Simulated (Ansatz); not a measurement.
**C₂H₁₀AlNSi: up Jacob's ladder to CCSD(T)**

The task here is to estimate one member of a computed series from the others.

Computed with Ansatz 0.2.0, Gaussian basis. Level: functionals in def2-TZVPP, the program's frozen cores in correlated methods.

The runs, in order: PBE-D4, r2SCAN-D4, PBE0-D4, B3LYP-D4, ωB97X-V, ωB97M-V, B2PLYP; CCSD(T)/def2-TZVPP; MP2/def2-QZVPP; extrapolation to the limit.

## The geometry

An earlier PBE0-D4 in a triple-zeta def2 set relaxation fixed the geometry.

15 atoms, charge 0, spin multiplicity 1.

Atoms are counted from 1 here; the program's logs count them from 0.

Bond lengths: C1–Si2 1.887 Å, C1–H6 1.093 Å, C1–H7 1.093 Å, C1–H8 1.093 Å, Si2–Al3 2.459 Å, Si2–C4 1.939 Å, Si2–H9 1.495 Å, Al3–N5 2.078 Å, Al3–H10 1.599 Å, Al3–H11 1.600 Å, C4–N5 1.499 Å, C4–H12 1.092 Å, C4–H13 1.094 Å, N5–H14 1.015 Å, N5–H15 1.015 Å. Angles: Si2–C1–H6 110.2°, Si2–C1–H7 111.3°, Si2–C1–H8 111.8°, H6–C1–H7 107.1°, H6–C1–H8 107.9°, H7–C1–H8 108.4°, C1–Si2–Al3 121.6°, C1–Si2–C4 109.5°, C1–Si2–H9 107.7°, Al3–Si2–C4 76.7°, Al3–Si2–H9 126.1°, C4–Si2–H9 107.6°, Si2–Al3–N5 72.3°, Si2–Al3–H10 115.7°, Si2–Al3–H11 123.4°, N5–Al3–H10 103.7°, N5–Al3–H11 106.1°, H10–Al3–H11 119.1° and more.

The first run:

in.yaml reads:

```yaml
crystal:
  periodic: [false, false, false]
  atoms:
    - {symbol: C, position_ang: [-2.097301, 0.516822, -0.684553]}
    - {symbol: Si, position_ang: [-0.600654, -0.632599, -0.695854]}
    - {symbol: Al, position_ang: [0.507678, -1.326615, 1.386892]}
    - {symbol: C, position_ang: [1.025727, 0.422391, -0.682369]}
    - {symbol: N, position_ang: [1.370423, 0.461959, 0.776395]}
    - {symbol: H, position_ang: [-3.019969, -0.066354, -0.629176]}
    - {symbol: H, position_ang: [-2.083165, 1.179193, 0.185036]}
    - {symbol: H, position_ang: [-2.142861, 1.132395, -1.586646]}
    - {symbol: H, position_ang: [-0.629369, -1.402319, -1.976679]}
    - {symbol: H, position_ang: [1.689321, -2.392096, 1.223158]}
    - {symbol: H, position_ang: [-0.099144, -1.053430, 2.842100]}
    - {symbol: H, position_ang: [1.803927, -0.161002, -1.179785]}
    - {symbol: H, position_ang: [1.025075, 1.423709, -1.122341]}
    - {symbol: H, position_ang: [2.358393, 0.627399, 0.942979]}
    - {symbol: H, position_ang: [0.870219, 1.219848, 1.230242]}
basis:
  gaussian: {orbitals: def2-TZVPP}
hamiltonian: {xc: pbe, dispersion: d4}
output: {forces: true, orbitals: {seedname: orbitals}}
```

Started as:

```bash
$ ansatz run in.yaml --threads 4 --pin off --events-out ev --progress --plain --max-ram 10444MiB
```

Among the steps run: PBE-D4 (GGA); r2SCAN-D4 (meta-GGA); PBE0-D4 (hybrid); B3LYP-D4 (hybrid); ωB97X-V (range-separated); ωB97M-V (range-separated); B2PLYP (double hybrid); CCSD(T) in def2-TZVPP; MP2 in def2-QZVPP.

One of the session's tables, all rows but one given; the rest of the session is left out.

```
            method  atomisation energy (kJ/mol)
            PBE-D4                       5114.1
         r2SCAN-D4                       5072.6
           PBE0-D4                       5067.1
          B3LYP-D4                       5075.2
           ωB97X-V                       5102.2
           ωB97M-V                       5088.3
            B2PLYP                            ?
     HF/def2-TZVPP                       3739.2
    MP2/def2-TZVPP                       4958.7
   CCSD/def2-TZVPP                       4890.0
CCSD(T)/def2-TZVPP                       4949.5
           MP2/CBS                       5085.1
       CCSD(T)/CBS                       5075.8
```

Q: Estimate the row for B2PLYP from the others.

As computed: atomisation energy (kJ/mol): 5005.2. In the column «atomisation energy (kJ/mol)» it lies between MP2/def2-TZVPP (4958.7) and PBE0-D4 (5067.1).
